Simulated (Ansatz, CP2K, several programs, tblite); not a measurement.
Energy against volume for a 2-atom cell of NaI started from a crystallographic database, at fixed shape and fractional coordinates, computed by several methods (PBE and r2SCAN, where shown, with plane waves in Ansatz); the cell shown is that of r2SCAN. Space group Fm-3m (No. 225), cubic; conventional cell a = 6.459 Å, 33.69 Å³ an atom. Around Na lie 6 I at 3.23 Å; around I lie 6 Na at 3.23 Å. Calculated for a static, non-magnetic cell. Energies count from each curve's lowest point; fits are third-order Birch-Murnaghan.

```cif
data_structure
_symmetry_space_group_name_H-M 'Fm-3m'
_symmetry_Int_Tables_number 225
_cell_length_a 6.4593
_cell_length_b 6.4593
_cell_length_c 6.4593
_cell_angle_alpha 90.000
_cell_angle_beta 90.000
_cell_angle_gamma 90.000
_cell_volume 269.49
loop_
_atom_site_label
_atom_site_type_symbol
_atom_site_symmetry_multiplicity
_atom_site_Wyckoff_symbol
_atom_site_fract_x
_atom_site_fract_y
_atom_site_fract_z
_atom_site_occupancy
Na1 Na 4 a 0.00000 0.00000 0.00000 1
I1 I 4 b 0.50000 0.00000 0.00000 1
```

Task: PBE/DZVP (CP2K), on the shape of the cell shown, gives
```tsv
V (Å³/atom)	E (meV/atom)
29.644	53.36
31.665	17.05
33.687	1.41
35.708	0.00
37.729	8.97
```
What equilibrium volume and bulk modulus follow?

Result: V₀ = 34.89 Å³ an atom and B₀ = 16 GPa.

GFN2-xTB (tblite), on the shape of the cell shown, as a cluster of 64 atoms at the zone centre:
```csv
V (Å³/atom),E (meV/atom)
29.644,157.87
31.665,89.52
33.687,43.84
35.708,15.34
37.729,0.00
```
The lowest point is an end point, so the minimum isn't bracketed.

PBE, on the shape of its own relaxed cell:

| V (Å³/atom) | E (meV/atom) |
| --- | --- |
| 32.690 | 6.77 |
| 33.733 | 1.62 |
| 34.777 | 0.00 |
| 35.820 | 1.35 |
| 36.863 | 5.21 |

V₀ = 34.79 Å³ an atom and B₀ = 15 GPa.

light PBE (260 eV, its own mesh), on the shape of the cell shown:

| V (Å³/atom) | E (meV/atom) |
| --- | --- |
| 30.992 | 11.60 |
| 32.339 | 24.94 |
| 33.687 | 19.40 |
| 35.034 | 0.00 |
| 36.382 | 0.82 |
| 37.729 | 19.95 |

The points scatter about a smooth fit, as a low cutoff and a light mesh can make them, so no fit is quoted.

r2SCAN, on the shape of its own relaxed cell:
```csv
V (Å³/atom),E (meV/atom)
31.665,7.51
32.676,1.81
33.687,0.00
34.697,1.45
35.708,5.66
```
V₀ = 33.71 Å³ an atom and B₀ = 17 GPa.
